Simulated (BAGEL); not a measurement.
# GaAsH6 (SMILES [GaH3-][AsH3+]): RI-MP2/def2-SVP (density fitting with qzvpp-jkfit)

Aim: the energy change on altering one bond length of GaAsH6 at RI-MP2/def2-SVP (density fitting with qzvpp-jkfit), from 2 runs. 

The results are computed with BAGEL 1.2.2.

**1. Starting point**

The species is GaAsH6 (8 atoms), meant as a singlet with charge 0. SMILES: `[GaH3-][AsH3+]`. The coordinates come from a PBE0-D4/def2-TZVP relaxation.

Bond lengths: Ga1–As2 2.660 Å, Ga1–H3 1.574 Å, Ga1–H4 1.574 Å, Ga1–H5 1.574 Å, As2–H6 1.509 Å, As2–H7 1.509 Å, As2–H8 1.509 Å. Some angles: Ga1–As2–H6 120.3°, Ga1–As2–H7 120.4°, Ga1–As2–H8 120.3°, As2–Ga1–H3 96.1°, As2–Ga1–H4 96.0°, As2–Ga1–H5 96.1°, H6–As2–H7 96.8°, H6–As2–H8 96.8°, H7–As2–H8 96.8°, H3–Ga1–H4 118.9°.

**2. A single-point energy at RI-MP2/def2-SVP (density fitting with qzvpp-jkfit)**

The input, input.json:

```json
{ "bagel" : [

{
  "title" : "molecule",
  "basis" : "svp",
  "df_basis" : "qzvpp-jkfit",
  "angstrom" : true,
  "geometry" : [
    { "atom" : "Ga", "xyz" : [   -0.484000,    0.147800,   -1.471200 ] },
    { "atom" : "As", "xyz" : [    0.365000,   -0.117600,    1.036000 ] },
    { "atom" : "H", "xyz" : [    0.423200,   -0.988100,   -2.075500 ] },
    { "atom" : "H", "xyz" : [   -1.996500,   -0.166900,   -1.167600 ] },
    { "atom" : "H", "xyz" : [   -0.038000,    1.648300,   -1.639500 ] },
    { "atom" : "H", "xyz" : [    1.005200,    1.046800,    1.750900 ] },
    { "atom" : "H", "xyz" : [    1.421100,   -1.139300,    1.379400 ] },
    { "atom" : "H", "xyz" : [   -0.603800,   -0.488100,    2.131900 ] }
  ]
},
{ "title" : "hf" },
{ "title" : "mp2", "ncore" : 18 }

]}
```

The run is started by

```bash
$ BAGEL_NUM_THREADS=1 BAGEL input.json > input.out
```

Standard output:

```text
* using 1 threads per process

  ===============================================================
  ===============================================================

  *** Geometry ***

  { "atom" : "Ga", "xyz" : [     -0.914627,      0.279302,     -2.780165 ] },
  { "atom" : "As", "xyz" : [      0.689750,     -0.222232,      1.957756 ] },
  { "atom" : "H", "xyz" : [      0.799732,     -1.867238,     -3.922127 ] },
  { "atom" : "H", "xyz" : [     -3.772838,     -0.315395,     -2.206444 ] },
  { "atom" : "H", "xyz" : [     -0.071810,      3.114836,     -3.098206 ] },
  { "atom" : "H", "xyz" : [      1.899553,      1.978165,      3.308721 ] },
  { "atom" : "H", "xyz" : [      2.685490,     -2.152965,      2.606688 ] },
  { "atom" : "H", "xyz" : [     -1.141017,     -0.922375,      4.028707 ] },

  Number of auxiliary basis functions:      640

  Since a DF basis is specified, we compute 2- and 3-index integrals:
    o Being stored without compression. Storage requirement is 0.045 GB

  Number of basis functions:       94
  Number of electrons      :       70

    * METHOD: MOLECULE                             0.45

  *** RHF ***

  === Nuclear Repulsion ===
   301.5805314521

      * DIIS with orbital gradients will be used.

  === RHF iteration (svp) ===
      0      -4160.33091825          0.00584649           0.16
      1      -4160.36919815          0.00189658           0.15
      2      -4160.37238830          0.00088067           0.16
      3      -4160.37281214          0.00013032           0.16
      4      -4160.37282698          0.00004081           0.16
      5      -4160.37282834          0.00001448           0.16
      6      -4160.37282850          0.00000233           0.16
      7      -4160.37282851          0.00000041           0.16
      8      -4160.37282851          0.00000014           0.16
      9      -4160.37282851          0.00000006           0.16
     10      -4160.37282851          0.00000001           0.16
     11      -4160.37282851          0.00000000           0.16
    * SCF iteration converged.

    * Permanent dipole moment:
           (   -0.479584,     0.149983,    -1.415696) a.u.

    * METHOD: HF                                   2.25

  *** RHF ***

  === Nuclear Repulsion ===
   301.5805314521

      * DIIS with orbital gradients will be used.

  === RHF iteration (svp) ===
      0      -4160.37282851          0.00000000           0.15
    * SCF iteration converged.

    * Permanent dipole moment:
           (   -0.479584,     0.149983,    -1.415696) a.u.

  === DF-MP2 calculation ===

    * freezing 18 orbitals
    * 3-index integral transformation done
    * assembly done

      MP2 correlation energy:   -0.4844966874      0.07

      MP2 total energy:       -4160.8573252000

    * METHOD: MP2                                  0.40

  ===============================================================
```

It took 3.3 s on 1 thread of Arm Neoverse V1, shared host; peak memory 0.19 GiB.

**3. The distorted shape**

The input, calc.json:

```json
{ "bagel" : [

{
  "title" : "molecule",
  "basis" : "svp",
  "df_basis" : "qzvpp-jkfit",
  "angstrom" : "true",
  "geometry" : [
    { "atom" : "Ga", "xyz" : [      -0.840793,      -1.052578,      -1.336562 ] },
    { "atom" : "As", "xyz" : [       0.008207,      -1.317978,       1.170638 ] },
    { "atom" : "H", "xyz" : [       0.066407,      -2.188478,      -1.940862 ] },
    { "atom" : "H", "xyz" : [      -2.353293,      -1.367278,      -1.032962 ] },
    { "atom" : "H", "xyz" : [      -0.038000,       1.648300,      -1.639500 ] },
    { "atom" : "H", "xyz" : [       0.648407,      -0.153578,       1.885538 ] },
    { "atom" : "H", "xyz" : [       1.064307,      -2.339678,       1.514038 ] },
    { "atom" : "H", "xyz" : [      -0.960593,      -1.688478,       2.266538 ] }
  ]
},

{ "title" : "hf" },

{ "title" : "mp2", "ncore" : 18 }

]}
```

The run is started by

```bash
$ BAGEL_NUM_THREADS=1 BAGEL calc.json > calc.out
```

Standard output:

```text
* using 1 threads per process

  ===============================================================
  ===============================================================

  *** Geometry ***

  { "atom" : "Ga", "xyz" : [     -1.588868,     -1.989084,     -2.525736 ] },
  { "atom" : "As", "xyz" : [      0.015509,     -2.490617,      2.212185 ] },
  { "atom" : "H", "xyz" : [      0.125491,     -4.135624,     -3.667698 ] },
  { "atom" : "H", "xyz" : [     -4.447079,     -2.583781,     -1.952015 ] },
  { "atom" : "H", "xyz" : [     -0.071810,      3.114836,     -3.098206 ] },
  { "atom" : "H", "xyz" : [      1.225312,     -0.290220,      3.563150 ] },
  { "atom" : "H", "xyz" : [      2.011249,     -4.421351,      2.861117 ] },
  { "atom" : "H", "xyz" : [     -1.815258,     -3.190761,      4.283136 ] },

  Number of auxiliary basis functions:      640

  Since a DF basis is specified, we compute 2- and 3-index integrals:
    o Being stored without compression. Storage requirement is 0.045 GB

  Number of basis functions:       94
  Number of electrons      :       70

    * METHOD: MOLECULE                             0.45

  *** RHF ***

  === Nuclear Repulsion ===
   295.6482768134

      * DIIS with orbital gradients will be used.

  === RHF iteration (svp) ===
      0      -4160.20365263          0.00641890           0.16
      1      -4160.25531596          0.00225363           0.16
      2      -4160.25950419          0.00116315           0.15
      3      -4160.26035439          0.00017491           0.16
      4      -4160.26038732          0.00005030           0.15
      5      -4160.26038967          0.00001659           0.16
      6      -4160.26038993          0.00000440           0.16
      7      -4160.26038995          0.00000100           0.16
      8      -4160.26038996          0.00000046           0.16
      9      -4160.26038996          0.00000019           0.16
     10      -4160.26038996          0.00000005           0.16
     11      -4160.26038996          0.00000002           0.15
     12      -4160.26038996          0.00000001           0.16
    * SCF iteration converged.

    * Permanent dipole moment:
           (   -0.144032,     1.547447,    -1.785976) a.u.

    * METHOD: HF                                   2.40

  *** RHF ***

  === Nuclear Repulsion ===
   295.6482768134

      * DIIS with orbital gradients will be used.

  === RHF iteration (svp) ===
      0      -4160.26038996          0.00000000           0.16
    * SCF iteration converged.

    * Permanent dipole moment:
           (   -0.144032,     1.547447,    -1.785976) a.u.

  === DF-MP2 calculation ===

    * freezing 18 orbitals
    * 3-index integral transformation done
    * assembly done

      MP2 correlation energy:   -0.4850744785      0.07

      MP2 total energy:       -4160.7454644351

    * METHOD: MP2                                  0.40

  ===============================================================
```

Wall time 3.6 s (1 thread of Arm Neoverse V1, shared host); peak memory 0.19 GiB.

**4. Summary of results**

Level: RI-MP2/def2-SVP (density fitting with qzvpp-jkfit), 18 core orbitals frozen.

```
                                                          quantity           value
                                         first shape: total energy  -4160.85733 Eh
         first shape: correlation energy (18 core orbitals frozen)      -484.5 mEh
                                     distorted shape: total energy  -4160.74546 Eh
     distorted shape: correlation energy (18 core orbitals frozen)      -485.1 mEh
energy change with the Ga1–H5 bond stretched from 1.574 to 2.834 Å        3.044 eV
```

One bond (distorted shape) is far stretched, which a spin-restricted single reference describes badly; perturbation theory on it can break down and give far too much correlation. With the Ga1–H5 bond stretched from 1.574 to 2.834 Å the energy rises by 3.04 eV (294 kJ/mol). The first shape isn't relaxed at this level, so the change isn't measured from a minimum. A restricted reference can't describe the breaking bond well at this length.
